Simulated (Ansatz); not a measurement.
What does this script print? It uses the Ansatz DFT code, driven from Python.

The script, `methods_bh7n2si.py`:
```python
'''One geometry of BH7N2Si, method by method.'''

import ansatz as az

geometry_ang = [
    ('N', (1.7772, 0.8034, 0.2717)),
    ('B', (1.0305, -0.4071, -0.2744)),
    ('N', (-0.2424, -0.2193, -1.0922)),
    ('Si', (-1.5874, 0.1228, 0.0422)),
    ('H', (1.1918, 1.2123, 1.0337)),
    ('H', (2.6512, 0.4505, 0.722)),
    ('H', (1.5346, -1.4763, -0.2175)),
    ('H', (-0.4613, -1.1403, -1.534)),
    ('H', (-1.3719, 1.4221, 0.697)),
    ('H', (-1.6701, -0.9388, 1.0576)),
    ('H', (-2.8522, 0.1706, -0.706)),
]
geometry = az.Crystal.molecule()
for symbol, xyz in geometry_ang:
    geometry = geometry.atom(symbol, xyz)

setup = geometry.calculation().basis(gaussian='def2-SVP')

methods = ['mp2', 'ccsd', 'ccsd_t']
batch = az.Session.batch([setup.correlation(m).input() for m in methods])
reports = sorted(batch.plan().execute().molecular_reports, key=lambda each: each['member'])
print(f'Hartree-Fock reference {reports[0]["reference_energy_ev"] / 27.211386246:.6f} Ha')
best = reports[-1]['free_energy_ev'] - reports[-1]['reference_energy_ev']
for method, each in zip(methods, reports):
    gained = each['free_energy_ev'] - each['reference_energy_ev']
    print(f'{method:8s} total {each["free_energy_ev"] / 27.211386246:.6f} Ha  correlation {gained:9.4f} eV  ({100 * gained / best:.1f} % of the last)')
```

```console
$ python methods_bh7n2si.py
Hartree-Fock reference -426.451105 Ha
mp2      total -426.986346 Ha  correlation  -14.5646 eV  (88.9 % of the last)
ccsd     total -427.036389 Ha  correlation  -15.9264 eV  (97.2 % of the last)
ccsd_t   total -427.053345 Ha  correlation  -16.3878 eV  (100.0 % of the last)
```

Reading the output:
- Total energies depend on the basis set; only differences at equal settings carry meaning.
- The geometry is a force-field or estimated start, not a minimum of this method, and the basis set is short of its limit. A lower total doesn't mark the better method: functionals have no common bound, and MP2 and coupled cluster aren't variational.
- Inner cores stay frozen, so this is valence correlation.
